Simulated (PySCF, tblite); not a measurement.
**C₄H₁₃BOSi₂: geometry, infrared bands and NMR shifts**

What infrared bands and NMR shifts should C₄H₁₃BOSi₂ (`B/C=C/C[SiH2]CO[SiH3]`) show?

The runs use tblite 0.8.0 and PySCF 2.14.0, with density-fitted response routines of our own; the level of theory stands in each step. All values are computed, except where a source is named. Atoms are numbered from 0 throughout.

## Step 1: Starting geometry

21 atoms, charge 0, multiplicity 1; geometry from: force field or distance geometry start.

Bonds of the start (Å): B0–C1 1.56, C1–C2 1.35, C2–C3 1.50, C3–Si4 1.88, Si4–C5 1.86, C5–O6 1.41, O6–Si7 1.74, B0–H8 1.19, B0–H9 1.18, C1–H10 1.08, C2–H11 1.10, C3–H12 1.09, C3–H13 1.11, Si4–H14 1.46, Si4–H15 1.46, C5–H16 1.12, C5–H17 1.11, Si7–H18 1.47, Si7–H19 1.47, Si7–H20 1.46.

## Step 2: Relaxing the molecule with GFN2-xTB

What the job is given:

```
{"job": {"kind": "relax", "xc": "GFN2-xTB", "basis": "xTB"}, "charge": 0, "multiplicity": 1}
B     -2.731000     1.429800     1.114400
C     -1.791400     0.584600     0.201600
C     -1.917500    -0.752500     0.109400
C     -1.016700    -1.560000    -0.770800
Si     0.586000    -1.961200     0.135700
C      1.526300    -0.396800     0.516200
O      1.723300     0.326300    -0.677400
Si     2.518000     1.820600    -0.291900
H     -3.603100     0.914800     1.731100
H     -2.591700     2.600500     1.193800
H     -1.004200     1.093100    -0.335200
H     -2.732100    -1.261900     0.636900
H     -0.805400    -1.036400    -1.704700
H     -1.510000    -2.530000    -1.007200
H      0.288400    -2.666700     1.380000
H      1.411600    -2.813900    -0.722500
H      2.506300    -0.692700     0.970000
H      0.924800     0.173500     1.255900
H      2.767900     2.559300    -1.534200
H      1.653200     2.629400     0.581300
H      3.788600     1.557300     0.383100
```

Run with:

```
> OMP_NUM_THREADS=1 python probes_run.py task.json out
```

This one command runs all jobs of the session in turn.

**Question.** This job is followed by: GFN2-xTB harmonic vibrations, gas phase; GIAO PBE0/pcSseg-1 NMR shielding, non-relativistic, gas phase. Predict these results of the whole session: strongest single infrared mode (GFN2-xTB); zero-point energy (GFN2-xTB); ¹³C shifts against TMS (PBE0/pcSseg-1); ¹H shifts against TMS (PBE0/pcSseg-1, means over atoms taken as alike); ¹¹B shifts against BF3·OEt2 (PBE0/pcSseg-1); ²⁹Si shifts against TMS (PBE0/pcSseg-1); ¹⁷O shifts against H2O (PBE0/pcSseg-1).

**Answer**, as computed:

| quantity | value |
| --- | --- |
| strongest single infrared mode (GFN2-xTB) | 2210 cm⁻¹, 393 km/mol |
| zero-point energy (GFN2-xTB) | 94.9 kcal/mol |
| ¹³C shifts against TMS (PBE0/pcSseg-1) | 179.9, 146.9, 53.2, 25.8 ppm |
| ¹H shifts against TMS (PBE0/pcSseg-1, means over atoms taken as alike) | 7.34, 7.33, 6.78, 4.93, 4.22, 3.66, 2.44 ppm |
| ¹¹B shifts against BF3·OEt2 (PBE0/pcSseg-1) | 68.7 ppm |
| ²⁹Si shifts against TMS (PBE0/pcSseg-1) | -32.0, -47.0 ppm |
| ¹⁷O shifts against H2O (PBE0/pcSseg-1) | -16.7 ppm |

In words: Relaxing lowered the energy by 0.504 eV in 129 steps; the close pair that moved most is O6–Si7, from 1.736 to 1.620 Å. All 57 modes are real, so the xTB geometry is a minimum. The strongest single mode, at 2210 cm⁻¹, moves mainly H20. GFN2-xTB is a fitted tight-binding method: band positions and strengths are rough. Its intensities can rank the bands wrongly.
